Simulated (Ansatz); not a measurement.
# MgCd3Se2: the cost of one run

Method: DFT PBE, scalar-relativistic, plane waves, PAW, in Ansatz 0.2.0.

1 further run of the same task is left out (set aside as unsound or not needed). Runs told in other sessions of the task aren't counted.

**1. The system as given**

Symmetry: P6/mmm, No. 191, hexagonal system. Conventional cell: a = 6.672 Å, b = 6.672 Å, c = 3.682 Å, α = 90.00°, β = 90.00°, γ = 120.00°. Mg (site symmetry 6/mmm) has 2 Mg at 3.68 Å and 12 Cd at 3.81 Å and 6 Se at 3.85 Å in its first shell of neighbours. Cd (site symmetry mmm) has 4 Se at 2.66 Å in its first shell of neighbours. Se (site symmetry -6m2) has 6 Cd at 2.66 Å and 3 Mg at 3.85 Å in its first shell of neighbours.

Coordinates:

```cif
data_structure
_symmetry_space_group_name_H-M 'P 1'
_symmetry_Int_Tables_number 1
_cell_length_a 6.6720
_cell_length_b 6.6720
_cell_length_c 3.6820
_cell_angle_alpha 90.000
_cell_angle_beta 90.000
_cell_angle_gamma 120.000
_cell_volume 141.95
loop_
_atom_site_label
_atom_site_type_symbol
_atom_site_fract_x
_atom_site_fract_y
_atom_site_fract_z
_atom_site_occupancy
Mg1 Mg 0.00000 0.00000 0.00000 1
Cd1 Cd 0.50000 0.00000 0.50000 1
Cd2 Cd 0.50000 0.50000 0.50000 1
Cd3 Cd 0.00000 0.50000 0.50000 1
Se1 Se 0.33333 0.66667 0.00000 1
Se2 Se 0.66667 0.33333 0.00000 1
```

The cell is invented: species swapped into a database cell of ErB2Ru3 (P6/mmm, No. 191), with Mg on the Er sites, Se on the B sites and Cd on the Ru sites. Its size is a rough estimate.

**2. Probe: one point on a coarse mesh**

input.yaml

```yaml
crystal:
  lattice:
    - [6.67199555, 0.0, 0.0]
    - [-3.33599777, 5.77811764, 0.0]
    - [0.0, 0.0, 3.68198466]
  atoms:
    - { symbol: Mg, position: [0.0, 0.0, 0.0] }
    - { symbol: Cd, position: [0.5, 0.0, 0.5] }
    - { symbol: Cd, position: [0.5, 0.5, 0.5] }
    - { symbol: Cd, position: [0.0, 0.5, 0.5] }
    - { symbol: Se, position: [0.33333333, 0.66666667, 0.0] }
    - { symbol: Se, position: [0.66666667, 0.33333333, 0.0] }
basis:
  ecutwfc: 420
kpoints:
  mp_grid: { grid: [3, 3, 6] }
hamiltonian:
  xc: pbe
scf:
  occupations: { method: gaussian, width: 0.1 }
  lower_state_search: "off"
output:
  forces: true
  stress: true
  eigenvalues: true
```

On the command line:

```
$ ansatz run input.yaml --threads 1 --pin off --max-ram 2560MiB --backend cpu --events-out ev --progress --plain --runs-dir out
```

What time and memory should one allow on 1 thread of Intel Xeon at 2.50GHz (Skylake/Cascade Lake), shared host?

About 12 s, with a peak of 0.45 GiB.
